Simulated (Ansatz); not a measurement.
CH6BFO2Si, SMILES B[Si](O)(F)OC, a comparison of dispersion corrections

Run with Ansatz 0.2.0, Python API.

`disp.py`
```python
# -*- coding: utf-8 -*-
from dataclasses import dataclass

import ansatz as az


@dataclass
class Settings:
    basis_set: str = "def2-SVP"


settings = Settings()


def main():
    geometry_ang = [
        ("B", [0.3097, -1.9008, -0.016]),
        ("Si", [-0.485, -0.2103, 0.6835]),
        ("O", [-0.5517, -0.3064, 2.3837]),
        ("F", [-1.9843, -0.0037, 0.1108]),
        ("O", [0.5071, 1.1328, 0.1986]),
        ("C", [0.2383, 1.4805, -1.127]),
        ("H", [1.2702, -1.8239, -0.6791]),
        ("H", [-0.2302, -2.8697, 0.1906]),
        ("H", [0.4368, -0.2942, 2.7135]),
        ("H", [0.4628, 0.6145, -1.784]),
        ("H", [-0.8193, 1.8161, -1.2358]),
        ("H", [0.9225, 2.3099, -1.4046]),
    ]
    system = az.Crystal.molecule()
    for symbol, xyz in geometry_ang:
        system = system.atom(symbol, xyz)

    setup = system.calculation().basis(gaussian=settings.basis_set)
    for name in ["blyp", "revpbe"]:
        for correction in ("d3bj", "d4"):
            summary = setup.functional(name, dispersion=correction).run(threads=1, pin="off").report
            print(f"{name:8s} {correction:5s} total {summary['free_energy_ev']:.5f} eV, of which dispersion {1000 * summary['dispersion']['energy']['ev']:.2f} meV")


if __name__ == "__main__":
    main()
```

```console
$ python disp.py
blyp     d3bj  total -16490.77662 eV, of which dispersion -508.93 meV
blyp     d4    total -16490.80927 eV, of which dispersion -541.59 meV
revpbe   d3bj  total -16488.47601 eV, of which dispersion -586.67 meV
revpbe   d4    total -16488.64128 eV, of which dispersion -751.94 meV
```

What to keep in mind:
- Total energies depend on the basis set; only differences at equal settings carry meaning.
- The geometry is a force-field or estimated start, not a minimum of this method, and the basis set is short of its limit. D4 holds the three-body term, and d3bj doesn't.
- Hardware and time: 15 s on 1 thread of Arm Neoverse V1, with other jobs on the host, peak memory 0.21 GiB.
